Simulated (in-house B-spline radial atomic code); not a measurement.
# Cr⁶⁺: RPA and G0W0 on different mean-field starts

Question: which mean-field start gives which removal energy for Cr⁶⁺, before and after G0W0?

Program: an in-house B-spline radial atomic code, version 1. Level of theory: RPA, second order, AC-SOSEX and G0W0 (contour deformation) on a non-relativistic mean field, all electrons; no spin-orbit coupling, Breit or QED terms. These are calculated values, not measurements, unless marked.

## (1) What is computed

| Quantity | Value |
| --- | --- |
| element | chromium (Z = 24) |
| charge | +6 |
| electrons | 18 |
| configuration | [Ne] 3s2 3p6 |
| Hamiltonian | non-relativistic, point nucleus |
| starts | Hartree-Fock, LDA (VWN5), PBE, PBE0, r2SCAN, HSE06, B3LYP, SCAN, TPSS, BHandHLYP, CAM-B3LYP, LC-ωPBE, ωB97X, PBEsol, BLYP, r2SCAN0, exchange-only LDA |

The outer shells:

Cr6+
```
[Ne] core
3s [↑↓]
3p [↑↓][↑↓][↑↓]
```

## (2) The run with the Hartree-Fock start

The run's settings:

```ini
Z = 24
electrons = 18.0
configuration = [Ne] 3s2 3p6
hamiltonian = nr
method = hf
lmax = 9
spin_polarised = False
box_radius = 9.29
intervals = 48
```

The run is started by

```console
$ python run_gw.py task.json out
```

The settings of every run stand in task.json; they run in order.

Further steps of the session: The run with the LDA (VWN5) start; The run with the PBE start; The run with the PBE0 start; The run with the r2SCAN start; The run with the HSE06 start; The run with the B3LYP start; The run with the SCAN start; The run with the TPSS start; The run with the BHandHLYP start; The run with the CAM-B3LYP start; The run with the LC-ωPBE start; The run with the ωB97X start; The run with the PBEsol start; The run with the BLYP start; The run with the r2SCAN0 start; The run with the exchange-only LDA start.

**Question.** What will these runs give? Wanted: highest level, mean field; highest level, G0W0; RPA correlation energy; RPA+SOSEX.

The runs gave:

```
                                       quantity                                                                 value
highest level, mean field (range over the runs)                                                 -160.32 to -146.36 eV
      highest level, G0W0 (range over the runs)                                                 -160.95 to -160.37 eV
                         RPA correlation energy                                              -1.245 to -1.105 hartree
                                      RPA+SOSEX                                            -0.8124 to -0.7212 hartree
    semi-empirical ionisation energy (3p shell)  160.29 ± 0.06 eV (NIST Atomic Spectra Database, ionization energies)
            G0W0 removal energy less that value                                                  +0.0841 to +0.658 eV
```

**Reading.** Across the starts the mean-field level varies by 14.0 eV and the G0W0 level by 0.57 eV (4.1 % as much). Semilocal starts leave the level too high; G0W0 lowers it by 11 to 14 eV. RPA gives the most correlation on LDA (VWN5) and the least on Hartree-Fock (11 % apart); over the runs it loosely follows the gap of the start, as smaller excitation energies give more correlation. Against the semi-empirical ionisation energy, 160.29 ± 0.06 eV, G0W0 is nearest on BLYP (+0.084 eV) and farthest on Hartree-Fock (+0.66 eV). Relativity is left out, and for this shell its effect can be as large as the miss, so the comparison tests the Hamiltonian as much as the method. Read as a removal energy, the bare PBE level is off by -11.9 eV (-7.4 %) and the nearest bare level, Hartree-Fock's, by +0.0318 eV.
